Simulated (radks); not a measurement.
**Ar in [Ar]: an all-electron calculation**

One table from this session's results is given with a row withheld; the runs are named, their logs left out.

Method: non-relativistic Kohn-Sham, LDA (Slater exchange, Perdew-Wang correlation), spin-polarised, spherical densities, point nucleus. Code: radks (a radial shooting solver on a logarithmic mesh, Libxc functionals) version 1.

### Starting point

| Property | Result |
| --- | --- |
| element | argon (Z = 18) |
| charge | 0 |
| electrons | 18 |
| configuration | [Ar] |

The outer shells:

Ar
```
[Ne] core
3s [↑↓]
3p [↑↓][↑↓][↑↓]
```

The first run:

The run's settings:

```text
Z 18
configuration [Ar]
relativity non-relativistic
functional lda,pw
spin polarised
nucleus point
```

Steps of the session up to this table: Self-consistent calculation.

One table of the session follows, with a row left open; its other results are not shown here.

It belongs to the step «Orbitals and density». Radial moments (bohr):

```
level     <r>  outermost maximum (interpolated)  90 % within  nodes
   1s       ?                                 ?            ?      ?
   2s  0.4179                             0.342        0.653      1
   2p  0.3782                             0.281        0.627      0
   3s   1.414                              1.18         2.15      2
   3p   1.666                              1.29         2.65      1
```

Q: Estimate the row for 1s from the others.

**Answer.** <r>: 0.08642; outermost maximum (interpolated): 0.0567; 90 % within: 0.154; nodes: 0. In the column «<r>» it is the lowest.
